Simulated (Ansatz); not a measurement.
# Si45Ge19: the cost of one run

Program: Ansatz 0.2.0. Level of theory: DFT PBEsol, scalar-relativistic, plane waves, PAW. These are calculated values, not measurements.

## Step 1: Starting point

The structure is triclinic, space group P1 (No. 1). The conventional cell has a = 10.868 Å, b = 10.868 Å, c = 11.119 Å, α = 90.00°, β = 90.00°, γ = 90.00°. Around Ge (site symmetry 1) lie 2 Ge at 2.37 Å and 2 Si at 2.37 Å. Ge (site symmetry 1) is surrounded by 3 Si at 2.37 Å and 1 Ge at 2.37 Å. Si (site symmetry 1) is surrounded by 2 Si at 2.37 Å and 2 Ge at 2.37 Å. Si (site symmetry 1) is surrounded by 1 Ge at 2.37 Å and 3 Si at 2.37 Å. Around Si (site symmetry 1) lie 2 Ge at 2.37 Å and 2 Si at 2.37 Å. Si (site symmetry 1) is surrounded by 3 Si at 2.37 Å and 1 Ge at 2.37 Å. Si (site symmetry 1) has 4 Si at 2.37 Å as nearest neighbours. Only part of the 64 independent sites is listed.

Structure file:

```xyz
64
Lattice="10.8676 0.0000 0.0000 0.0000 10.8676 0.0000 0.0000 0.0000 11.1193" Properties=species:S:1:pos:R:3 pbc="T T T"
Ge    0.0000    0.0000    0.0000
Ge    0.0000    0.0000    5.5596
Si    0.0000    5.4338    0.0000
Si    0.0000    5.4338    5.5596
Si    5.4338    0.0000    0.0000
Si    5.4338    0.0000    5.5596
Si    5.4338    5.4338    0.0000
Si    5.4338    5.4338    5.5596
Si    0.0000    2.7169    2.7798
Ge    0.0000    2.7169    8.3394
Si    0.0000    8.1507    2.7798
Ge    0.0000    8.1507    8.3394
Si    5.4338    2.7169    2.7798
Si    5.4338    2.7169    8.3394
Si    5.4338    8.1507    2.7798
Ge    5.4338    8.1507    8.3394
Ge    2.7169    0.0000    2.7798
Ge    2.7169    0.0000    8.3394
Si    2.7169    5.4338    2.7798
Si    2.7169    5.4338    8.3394
Si    8.1507    0.0000    2.7798
Si    8.1507    0.0000    8.3394
Si    8.1507    5.4338    2.7798
Ge    8.1507    5.4338    8.3394
Ge    2.7169    2.7169    0.0000
Si    2.7169    2.7169    5.5596
Si    2.7169    8.1507    0.0000
Si    2.7169    8.1507    5.5596
Si    8.1507    2.7169    0.0000
Si    8.1507    2.7169    5.5596
Si    8.1507    8.1507    0.0000
Si    8.1507    8.1507    5.5596
Ge    1.3584    1.3584    1.3899
Si    1.3584    1.3584    6.9495
Si    1.3584    6.7922    1.3899
Ge    1.3584    6.7922    6.9495
Ge    6.7922    1.3584    1.3899
Si    6.7922    1.3584    6.9495
Si    6.7922    6.7922    1.3899
Si    6.7922    6.7922    6.9495
Si    1.3584    4.0754    4.1697
Si    1.3584    4.0754    9.7294
Si    1.3584    9.5091    4.1697
Si    1.3584    9.5091    9.7294
Ge    6.7922    4.0754    4.1697
Si    6.7922    4.0754    9.7294
Ge    6.7922    9.5091    4.1697
Si    6.7922    9.5091    9.7294
Si    4.0754    1.3584    4.1697
Ge    4.0754    1.3584    9.7294
Si    4.0754    6.7922    4.1697
Si    4.0754    6.7922    9.7294
Si    9.5091    1.3584    4.1697
Si    9.5091    1.3584    9.7294
Si    9.5091    6.7922    4.1697
Ge    9.5091    6.7922    9.7294
Si    4.0754    4.0754    1.3899
Si    4.0754    4.0754    6.9495
Si    4.0754    9.5091    1.3899
Si    4.0754    9.5091    6.9495
Ge    9.5091    4.0754    1.3899
Si    9.5091    4.0754    6.9495
Ge    9.5091    9.5091    1.3899
Ge    9.5091    9.5091    6.9495
```

## Step 2: Relaxing cell and atoms: Si45Ge19, no spin

File input.yaml:

```yaml
crystal:
  lattice:
    - [10.8676, 0.0, 0.0]
    - [0.0, 10.8676, 0.0]
    - [0.0, 0.0, 11.11926295]
  atoms:
    - { symbol: Ge, position: [0.0, 0.0, 0.0] }
    - { symbol: Ge, position: [0.0, 0.0, 0.5] }
    - { symbol: Si, position: [0.0, 0.5, 0.0] }
    - { symbol: Si, position: [0.0, 0.5, 0.5] }
    - { symbol: Si, position: [0.5, 0.0, 0.0] }
    - { symbol: Si, position: [0.5, 0.0, 0.5] }
    - { symbol: Si, position: [0.5, 0.5, 0.0] }
    - { symbol: Si, position: [0.5, 0.5, 0.5] }
    - { symbol: Si, position: [0.0, 0.25, 0.25] }
    - { symbol: Ge, position: [0.0, 0.25, 0.75] }
    - { symbol: Si, position: [0.0, 0.75, 0.25] }
    - { symbol: Ge, position: [0.0, 0.75, 0.75] }
    - { symbol: Si, position: [0.5, 0.25, 0.25] }
    - { symbol: Si, position: [0.5, 0.25, 0.75] }
    - { symbol: Si, position: [0.5, 0.75, 0.25] }
    - { symbol: Ge, position: [0.5, 0.75, 0.75] }
    - { symbol: Ge, position: [0.25, 0.0, 0.25] }
    - { symbol: Ge, position: [0.25, 0.0, 0.75] }
    - { symbol: Si, position: [0.25, 0.5, 0.25] }
    - { symbol: Si, position: [0.25, 0.5, 0.75] }
    - { symbol: Si, position: [0.75, 0.0, 0.25] }
    - { symbol: Si, position: [0.75, 0.0, 0.75] }
    - { symbol: Si, position: [0.75, 0.5, 0.25] }
    - { symbol: Ge, position: [0.75, 0.5, 0.75] }
    - { symbol: Ge, position: [0.25, 0.25, 0.0] }
    - { symbol: Si, position: [0.25, 0.25, 0.5] }
    - { symbol: Si, position: [0.25, 0.75, 0.0] }
    - { symbol: Si, position: [0.25, 0.75, 0.5] }
    - { symbol: Si, position: [0.75, 0.25, 0.0] }
    - { symbol: Si, position: [0.75, 0.25, 0.5] }
    - { symbol: Si, position: [0.75, 0.75, 0.0] }
    - { symbol: Si, position: [0.75, 0.75, 0.5] }
    - { symbol: Ge, position: [0.125, 0.125, 0.125] }
    - { symbol: Si, position: [0.125, 0.125, 0.625] }
    - { symbol: Si, position: [0.125, 0.625, 0.125] }
    - { symbol: Ge, position: [0.125, 0.625, 0.625] }
    - { symbol: Ge, position: [0.625, 0.125, 0.125] }
    - { symbol: Si, position: [0.625, 0.125, 0.625] }
    - { symbol: Si, position: [0.625, 0.625, 0.125] }
    - { symbol: Si, position: [0.625, 0.625, 0.625] }
    - { symbol: Si, position: [0.125, 0.375, 0.375] }
    - { symbol: Si, position: [0.125, 0.375, 0.875] }
    - { symbol: Si, position: [0.125, 0.875, 0.375] }
    - { symbol: Si, position: [0.125, 0.875, 0.875] }
    - { symbol: Ge, position: [0.625, 0.375, 0.375] }
    - { symbol: Si, position: [0.625, 0.375, 0.875] }
    - { symbol: Ge, position: [0.625, 0.875, 0.375] }
    - { symbol: Si, position: [0.625, 0.875, 0.875] }
    - { symbol: Si, position: [0.375, 0.125, 0.375] }
    - { symbol: Ge, position: [0.375, 0.125, 0.875] }
    - { symbol: Si, position: [0.375, 0.625, 0.375] }
    - { symbol: Si, position: [0.375, 0.625, 0.875] }
    - { symbol: Si, position: [0.875, 0.125, 0.375] }
    - { symbol: Si, position: [0.875, 0.125, 0.875] }
    - { symbol: Si, position: [0.875, 0.625, 0.375] }
    - { symbol: Ge, position: [0.875, 0.625, 0.875] }
    - { symbol: Si, position: [0.375, 0.375, 0.125] }
    - { symbol: Si, position: [0.375, 0.375, 0.625] }
    - { symbol: Si, position: [0.375, 0.875, 0.125] }
    - { symbol: Si, position: [0.375, 0.875, 0.625] }
    - { symbol: Ge, position: [0.875, 0.375, 0.125] }
    - { symbol: Si, position: [0.875, 0.375, 0.625] }
    - { symbol: Ge, position: [0.875, 0.875, 0.125] }
    - { symbol: Ge, position: [0.875, 0.875, 0.625] }
scf:
  occupations: { method: gaussian, width: 0.05 }
output:
  forces: true
  stress: true
  eigenvalues: true
  write_density: true
  write_potential: true
  elf: true
  volumetric_format: npy
hamiltonian:
  xc: pbesol
kpoints:
  mp_grid: { grid: [2, 2, 2] }
relax:
  f_tol: 0.003
  cell: { stress_tol: 0.02, fix: [a, b, angles] }
```

The run is started by

```console
$ ansatz run input.yaml --threads 8 --pin off --max-ram 12288MiB --backend cpu --events-out ev --progress --plain --runs-dir out
```

What time and memory should one allow on 8 threads of Arm Neoverse N1, shared host?

About 8.1 min, with a peak of 9.1 GiB.
